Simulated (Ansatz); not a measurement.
# TeCl₂: vertical ionisation energy

One table from this session's results is given with a row withheld; the runs are named, their logs left out.

Program: Ansatz 0.2.0, Gaussian basis. Level of theory: unrestricted cation, the program's frozen cores in correlated methods. These are calculated values, not measurements.

Levels to be run: UKS PBE-D4/def2-TZVPP; UKS r2SCAN-D4/def2-TZVPP; UKS PBE0-D4/def2-TZVPP; UKS B3LYP-D4/def2-TZVPP; UKS wB97X-V/def2-TZVPP; UKS wB97M-V/def2-TZVPP; UKS B2PLYP/def2-TZVPP; UHF-CCSD(T)/def2-TZVPP; UHF-CCSD(T)/def2-QZVPP; extrapolation to the limit; then −ε(HOMO) from the neutral's earlier runs with LDA (SPW92), PBE-D4, revPBE-D4, BLYP-D4, r2SCAN-D4, B97M-V, PBE0-D4, B3LYP-D4, r2SCANh-D4, r2SCAN0-D4, HSE06-D4, BHLYP-D4, CAM-B3LYP-D4, LC-ωPBE, ωB97X-V, ωB97M-V.

## The relaxed structure

All runs share one geometry, relaxed beforehand with PBE0-D4 in a triple-zeta def2 set. Te takes the def2 core potential; no spin-orbit term is included.

3 atoms, charge 0, spin multiplicity 1.

Atoms are counted from 1 here; the program's logs count them from 0.

Bond lengths: Cl1–Te2 2.320 Å, Te2–Cl3 2.320 Å. Angles: Cl1–Te2–Cl3 99.3°.

Coordinates:

```
atom     x (Å)     y (Å)     z (Å)
 Cl1   1.00082   1.37229   0.69965
 Te2  -0.81272   0.42984  -0.39756
 Cl3  -0.18810  -1.80213  -0.30211
```

Set-up of the first run:

in.yaml reads:

```yaml
crystal:
  periodic: [false, false, false]
  atoms:
    - {symbol: Cl, position_ang: [1.000817, 1.372288, 0.699654]}
    - {symbol: Te, position_ang: [-0.812718, 0.429839, -0.397558]}
    - {symbol: Cl, position_ang: [-0.188099, -1.802127, -0.302106]}
basis:
  gaussian: {orbitals: def2-TZVPP}
total_charge: 1
magnetization: {spin_polarized: true, initial_magnetization: 1}
hamiltonian: {xc: pbe, dispersion: d4}
```

On the command line:

```
ansatz run in.yaml --threads 2 --pin off --events-out ev --progress --plain --max-ram 32768MiB --backend cpu
```

Among the steps run: Cation, UKS PBE-D4/def2-TZVPP; Cation, UKS r2SCAN-D4/def2-TZVPP; Cation, UKS PBE0-D4/def2-TZVPP; Cation, UKS B3LYP-D4/def2-TZVPP; Cation, UKS wB97X-V/def2-TZVPP; Cation, UKS wB97M-V/def2-TZVPP; Cation, UKS B2PLYP (frozen core)/def2-TZVPP; Cation, UHF-CCSD(T)/def2-TZVPP; Cation, UHF-CCSD(T)/def2-QZVPP.

One table of the session follows, with a row left open; its other results are not shown here.

It belongs to the step «Ionisation energies side by side». Orbital estimates, from the neutral's runs:

| functional | −ε(HOMO) (eV) |
| --- | --- |
| LDA (SPW92) | ? |
| PBE-D4 | 5.45 |
| revPBE-D4 | 5.41 |
| BLYP-D4 | 5.29 |
| r2SCAN-D4 | 5.72 |
| B97M-V | 5.76 |
| PBE0-D4 | 6.60 |
| B3LYP-D4 | 6.37 |
| r2SCANh-D4 | 6.14 |
| r2SCAN0-D4 | 6.77 |
| HSE06-D4 | 6.21 |
| BHLYP-D4 | 7.59 |
| CAM-B3LYP-D4 | 7.87 |
| LC-ωPBE | 9.21 |
| ωB97X-V | 8.87 |
| ωB97M-V | 8.72 |

**Question.** Estimate the row for LDA (SPW92).

The run gave: −ε(HOMO) (eV): 5.61. In the column «−ε(HOMO) (eV)» it lies between PBE-D4 (5.45) and r2SCAN-D4 (5.72).
